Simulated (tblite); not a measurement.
# C14H13BOS: the cost of one run

Programs: tblite 0.8.0 and PySCF 2.14.0, with routines of our own; each step states its level. All values are computed. Atoms count from 0.

## Step 1: The starting structure

30 atoms, charge 0, multiplicity 1; geometry from: force field or distance geometry start.

## Step 2: Geometry optimisation with GFN2-xTB

Job settings and geometry (Å):

```
{"job": {"kind": "relax", "xc": "GFN2-xTB", "basis": "xTB"}, "charge": 0, "multiplicity": 1}
C      1.752800    -2.066800     0.967800
B      2.432000    -0.875500     0.135800
C      4.040800    -0.770900     0.212900
C      1.592700     0.146300    -0.763900
C      2.280200     1.108100    -1.504300
C      1.581700     2.032100    -2.297800
C      0.198200     1.984500    -2.376400
C     -0.500100     1.020500    -1.647900
C      0.181500     0.122100    -0.798100
O     -0.557500    -0.711100     0.062900
C     -1.850500    -0.404400     0.491900
C     -2.289700    -0.884500     1.735000
C     -3.524600    -0.468100     2.258000
C     -4.316700     0.416000     1.518500
C     -3.908200     0.875200     0.266100
C     -2.682400     0.440700    -0.248400
S     -2.260100     0.808200    -1.959400
H      1.137900    -2.698200     0.283400
H      2.506900    -2.706600     1.455100
H      1.104600    -1.638400     1.771900
H      4.314300     0.238900     0.601200
H      4.458300    -1.537300     0.882200
H      4.462400    -0.900600    -0.793100
H      3.354600     1.165000    -1.499900
H      2.132300     2.778300    -2.863200
H     -0.337200     2.664700    -3.020800
H     -1.651100    -1.534800     2.316000
H     -3.848500    -0.825100     3.219400
H     -5.272400     0.737800     1.920400
H     -4.550300     1.512200    -0.308800
```

The run is started by

```bash
$ OMP_NUM_THREADS=2 python excited_run.py task.json out
```

This one command runs all jobs of the session in turn.

**Question.** How long does this first job take on 2 threads of Intel Xeon Platinum 8488C, shared host, and how much memory does it need?

About 3 s, with a peak of 0.18 GiB.
